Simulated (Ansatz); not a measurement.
**AlFH₂S₂: how energies converge with the basis set**

One table from this session's results is given with a row withheld; the runs are named, their logs left out.

Computed with Ansatz 0.2.0, Gaussian basis. Level: one geometry, several basis sets.

Plan: PBE0-D4/def2-SVP; ωB97M-V/def2-SVP; PBE0-D4/def2-QZVPP; ωB97M-V/def2-QZVPP; the functionals' def2-TZVPP values are taken from earlier runs.

### The geometry

All runs share one geometry, relaxed beforehand with PBE0-D4 in a triple-zeta def2 set.

SMILES `[F][Al]([SH])[SH]`, 6 atoms, charge 0, spin multiplicity 1.

Atoms are counted from 1 here; the program's logs count them from 0.

Bond lengths: F1–Al2 1.646 Å, Al2–S3 2.165 Å, Al2–S4 2.165 Å, S3–H5 1.346 Å, S4–H6 1.346 Å. Angles: F1–Al2–S3 119.4°, F1–Al2–S4 119.4°, S3–Al2–S4 121.3°, Al2–S3–H5 91.5°, Al2–S4–H6 91.5°.

The first run:

in.yaml

```yaml
crystal:
  periodic: [false, false, false]
  atoms:
    - {symbol: F, position_ang: [-0.767841, -1.381688, -0.632629]}
    - {symbol: Al, position_ang: [-0.014940, -0.049515, -0.025415]}
    - {symbol: S, position_ang: [2.128564, -0.086622, 0.275028]}
    - {symbol: S, position_ang: [-1.187807, 1.704888, 0.456949]}
    - {symbol: H, position_ang: [2.207796, -1.346459, -0.191049]}
    - {symbol: H, position_ang: [-2.323671, 1.095395, 0.070916]}
basis:
  gaussian: {orbitals: def2-SVP}
hamiltonian: {xc: pbe0, dispersion: d4}
output: {orbitals: {seedname: orbitals}}
```

On the command line:

```sh
$ ansatz run in.yaml --threads 4 --pin off --events-out ev --progress --plain --max-ram 10444MiB
```

Among the steps run: PBE0-D4 in def2-SVP; ωB97M-V in def2-SVP; PBE0-D4 in def2-QZVPP; ωB97M-V in def2-QZVPP.

One of the session's tables, all rows but one given; the rest of the session is left out.

It belongs to the step «Density functionals: the series». 

```
functional       basis  HOMO (eV)
   PBE0-D4    def2-SVP      -7.74
   PBE0-D4  def2-TZVPP      -7.90
   PBE0-D4  def2-QZVPP      -7.93
   ωB97M-V    def2-SVP      -9.84
   ωB97M-V  def2-TZVPP          ?
   ωB97M-V  def2-QZVPP     -10.09
```

Q: Estimate the row for ωB97M-V, def2-TZVPP from the others.

As computed: HOMO (eV): -10.04. In the column «HOMO (eV)» it lies between ωB97M-V, def2-QZVPP (-10.09) and ωB97M-V, def2-SVP (-9.84).
